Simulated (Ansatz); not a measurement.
# AgCl: the cost of one run

Program: Ansatz 0.2.0. Level of theory: reference: DFT, r2SCAN, plane waves, PAW. These are calculated values, not measurements.

### Step 1. Starting point

Symmetry: Fm-3m, No. 225, cubic system. Conventional cell: a = 5.545 Å, b = 5.545 Å, c = 5.545 Å, α = 90.00°, β = 90.00°, γ = 90.00°. Ag (site symmetry m-3m) has 6 Cl at 2.77 Å as nearest neighbours. Around Cl (site symmetry m-3m) lie 6 Ag at 2.77 Å.

Coordinates:

```
CELL_PARAMETERS angstrom
3.91668 0.00000 0.19365
0.00000 3.92125 0.00000
-0.27301 0.00000 5.53753
ATOMIC_POSITIONS crystal
Ag 0.25005 0.25000 0.25000
Ag 0.74995 0.75000 0.75000
Cl 0.75004 0.75000 0.25000
Cl 0.24996 0.25000 0.75000
```

### Step 2. Reference

The input, input.yaml:

```yaml
crystal:
  lattice:
    - [3.9166762094, 0.0, 0.193645832]
    - [0.0, 3.9212466038, 0.0]
    - [-0.2730111637, 0.0, 5.5375273488]
  atoms:
    - { symbol: Ag, position: [0.2500548782, 0.25, 0.2500031853] }
    - { symbol: Ag, position: [0.7499451218, 0.75, 0.7499968147] }
    - { symbol: Cl, position: [0.7500376905, 0.75, 0.2499964643] }
    - { symbol: Cl, position: [0.2499623095, 0.25, 0.7500035357] }
kpoints:
  mp_grid: { grid: [4, 4, 4] }
hamiltonian:
  xc: r2scan
scf:
  occupations: { method: fixed }
  n_extra_bands: 5
output:
  forces: true
  stress: true
  eigenvalues: true
  write_density: true
  write_potential: true
  elf: true
  volumetric_format: npy
```

Started as:

```sh
$ ansatz run input.yaml --threads 4 --pin off --max-ram 4608MiB --backend cpu --events-out ev --progress --plain --runs-dir out
```

**Question.** How long does this run take on 4 threads of Intel Xeon at 2.50GHz (Skylake/Cascade Lake), shared host, and how much memory does it need?

About 6.7 s, with a peak of 0.62 GiB.
